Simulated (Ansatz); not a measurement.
**HSBr (triplet): wave-function methods side by side at distance Br1–H2 along a hydrogen transfer = 1.650 Å, cc-pVDZ**

How much of the correlation energy of HSBr (triplet) does each wave-function method recover here?

Computed with Ansatz 0.2.0, Gaussian basis. Level: cc-pVDZ, core rule «outside noble gas», up to 19 orbitals frozen.

To be run: UHF; CCSD(T) on ROHF; CCSD(T) on UHF; BCCD(T) on ROHF; CISD; CCSDT(Q) on ROHF; CCSDT(Q) on UHF; CASSCF and MRCISD+Q, 4 electrons in 4 orbitals; CASSCF and NEVPT2, 4 electrons in 4 orbitals; CASSCF and MRCISD+Q, 14 electrons in 9 orbitals; CASSCF and NEVPT2, 14 electrons in 9 orbitals.

7 further runs of the same task are left out: 4 that didn't finish, 3 set aside as unsound or not needed.

## Step 1: The geometry

The geometry derives from fragments relaxed apart (PBE0/def2-TZVP) and kept rigid, so it is no stationary point. A hydrogen atom is moved between rigid fragments. No spin-orbit coupling is included. The filled d shell of Br may be among the frozen orbitals whatever the setting's name suggests; the logs give the count.

3 atoms, charge 0, spin multiplicity 3.

Atoms are counted from 1 here; the program's logs count them from 0.

Bond lengths: Br1–H2 1.650 Å.

Geometry (Å):

```xyz
3

Br    0.00000    0.00000   -1.75067
H     0.00000    0.00000   -0.10067
S     0.00000    0.00000    1.85133
```

## Step 2: UHF

in.yaml reads:

```yaml
crystal:
  periodic: [false, false, false]
  atoms:
    - {symbol: Br, position_ang: [0.000000, 0.000000, -1.750667]}
    - {symbol: H, position_ang: [0.000000, 0.000000, -0.100667]}
    - {symbol: S, position_ang: [0.000000, 0.000000, 1.851333]}
basis:
  gaussian: {orbitals: cc-pVDZ}
magnetization: {spin_polarized: true, initial_magnetization: 2}
hamiltonian: {xc: hf}
output: {orbitals: {seedname: orbitals}}
```

On the command line:

```bash
> ansatz run in.yaml --threads 1 --pin off --events-out ev --progress --plain --max-ram 2393MiB
```

Further steps of the session: CCSD(T) on ROHF; CCSD(T) on UHF; BCCD(T) on ROHF; CISD; CCSDT(Q) on ROHF; CCSDT(Q) on UHF; CASSCF and MRCISD+Q, 4 electrons in 4 orbitals; CASSCF and NEVPT2, 4 electrons in 4 orbitals; CASSCF and MRCISD+Q, 14 electrons in 9 orbitals; CASSCF and NEVPT2, 14 electrons in 9 orbitals.

Before running them: what should the planned runs give, taken together? Wanted: UCCSDT(Q) below the RHF energy; RMP2 from UCCSDT(Q); UMP2 from UCCSDT(Q); RCCSD from UCCSDT(Q); RCCSD(T) from UCCSDT(Q); UCCSD(T) from UCCSDT(Q); RCCSDT(Q) from UCCSDT(Q); NEVPT2 pair from UCCSDT(Q); MRCISD+Q pair from UCCSDT(Q).

The runs gave:

```
                         quantity                                                                                    value
   UCCSDT(Q) below the RHF energy                                                                               -7.0833 eV
              RMP2 from UCCSDT(Q)                                                                              +1012.0 meV
              UMP2 from UCCSDT(Q)                                                                              +1031.6 meV
             RCCSD from UCCSDT(Q)                                                                               +152.4 meV
          RCCSD(T) from UCCSDT(Q)                                                                                +30.9 meV
          UCCSD(T) from UCCSDT(Q)                                                                                +29.9 meV
         RCCSDT(Q) from UCCSDT(Q)                                                                                 +0.4 meV
       NEVPT2 pair from UCCSDT(Q)                                                                               +976.1 meV
     MRCISD+Q pair from UCCSDT(Q)                                                                                +17.3 meV
    NEVPT2 valence from UCCSDT(Q)                                                                              +1434.6 meV
levels within 1 kcal/mol (43 meV)  RCCSD(T), UCCSD(T), BCCD(T), RCCSDT, UCCSDT, RCCSDT(Q), MRCISD+Q pair, MRCISD+Q valence
                    T1 diagnostic                                                                                    0.014
   effectively unpaired electrons                                                                                     2.01
```

**Reading.** RCCSD(T) lands +30.9 meV from the yardstick (0.4 % of the correlation energy). One determinant dominates. Of the multireference levels listed MRCISD+Q valence comes nearest in total energy (+16.9 meV), which doesn't show that its space is the better one. These misses are within one basis, not against nature; the frozen cores of restricted and unrestricted runs differ, which can shift their rows.
